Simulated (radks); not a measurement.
# Nuclear size and the levels of La²⁺

An exercise on one series of results from a longer session: the logs are not shown, and one member is left open.

The numbers are computed with radks (a radial shooting solver on a logarithmic mesh, Libxc functionals) version 1 (Dirac Kohn-Sham, relativistic LDA (MacDonald-Vosko exchange, VWN5 correlation), spin-unpolarised, spherical densities, finite nucleus; open shells fill j = l - 1/2 first), except any that are marked as measured or tabulated.

## The atom as given

```
element            : lanthanum (Z = 57)
charge             : +2
electrons          : 55
configuration      : [Xe] 5d1
nuclear rms radius : 4.855 fm
```

The first run:

Settings of this run:

```text
Z 57
configuration [Xe] 5d1 6s0 4f0
relativity Dirac
functional lda_x_rel,vwn5
spin unpolarised
j_filling energy
nucleus finite rms 4.855 fm
c 137.035999084
```

Among the steps run: rms radius 4.855 fm.

One of the session's tables, all rows but one given; the rest of the session is left out.

It belongs to the step «rms radius 4.855 fm». Radial moments (bohr):

```
level    <r>  outermost maximum (interpolated)  90 % within  nodes
5s1/2  1.553                              1.41         2.23      4
5p1/2  1.737                              1.54         2.53      3
5p3/2  1.814                              1.60         2.64      3
4f5/2  1.139                             0.741         1.96      0
4f7/2      ?                                 ?            ?      ?
5d3/2  2.564                              2.13         3.86      2
5d5/2  2.598                              2.16         3.92      2
6s1/2  3.706                              3.40         5.27      5
```

Estimate the missing values for 4f7/2.

As computed: <r>: 1.149; outermost maximum (interpolated): 0.746; 90 % within: 1.98; nodes: 0. In the column «<r>» it lies between 4f5/2 (1.139) and 5s1/2 (1.553).
